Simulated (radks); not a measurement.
# Sn⁴⁻ held by a Watson sphere

One table from this session's results is given with a row withheld; the runs are named, their logs left out.

Method: scalar-relativistic Kohn-Sham, PBEsol, spin-polarised, spherical densities, finite nucleus. Code: radks (a radial shooting solver on a logarithmic mesh, Libxc functionals) version 1.

## The atom as given

- element: tin (Z = 50)
- charge: -4
- electrons: 54
- configuration: [Xe]
- nuclear rms radius: 4.6519 fm

The outer shells:

Sn⁴⁻
```
[Kr] core
4d [↑↓][↑↓][↑↓][↑↓][↑↓]
5s [↑↓]
5p [↑↓][↑↓][↑↓]
```

The first run:

Settings of this run:

```text
Z 50
configuration [Xe]
relativity scalar-relativistic
functional pbe_sol,pbe_sol
spin polarised
nucleus finite rms 4.6519 fm
c 137.035999084
watson charge 5.33 radius 2.45 bohr
response adiabatic LDA kernel
```

Steps of the session up to this table: R = 2.45 bohr; R = 2.5 bohr; R = 2.53 bohr; R = 3.03 bohr; R = 4.3 bohr; R = 5.13 bohr.

One table of the session follows, with a row left open; its other results are not shown here.

| R (bohr) | highest level (eV) | its <r> (bohr) | sum of <r²> (bohr²) | α (bohr³) |
| --- | --- | --- | --- | --- |
| 2.45 | -17.852 | 2.625 | 82.18 | 31.20 |
| 2.5 | ? | ? | ? | ? |
| 2.53 | -17.524 | 2.667 | 83.93 | 33.10 |
| 3.03 | -15.501 | 2.934 | 95.59 | 48.25 |
| 4.3 | -11.399 | 3.625 | 129.6 | 120.4 |
| 5.13 | -9.553 | 4.083 | 155.2 | 208.0 |

Q: Estimate the row for R (bohr) = 2.5 from the others.

Worked estimate for «highest level (eV)». A straight line through the neighbours (2.45, -17.852) and (2.53, -17.524) gives -17.852 + (-17.524 + 17.852) × (2.5 − 2.45) / (2.53 − 2.45) = -17.647; a parabola fitted to 3 rows on both sides gives -17.647.

As computed: highest level (eV): -17.648; its <r> (bohr): 2.651; sum of <r²> (bohr²): 83.27; α (bohr³): 32.37. In «highest level (eV)» the line misses by +0.001 and the parabola by +0.001.

What this shows: From R = 2.45 to 5.13 bohr the top level moves from -17.852 to -9.553 eV and its mean radius from 2.62 to 4.08 bohr. A wider sphere makes a shallower well, so the ion swells. The polarisability goes from 31.2 to 208 bohr³. Response by self-consistent Sternheimer equations with the Hartree and adiabatic LDA kernel, the relativistic mass of each level held fixed and spin-orbit coupling left out. The sphere does not respond.
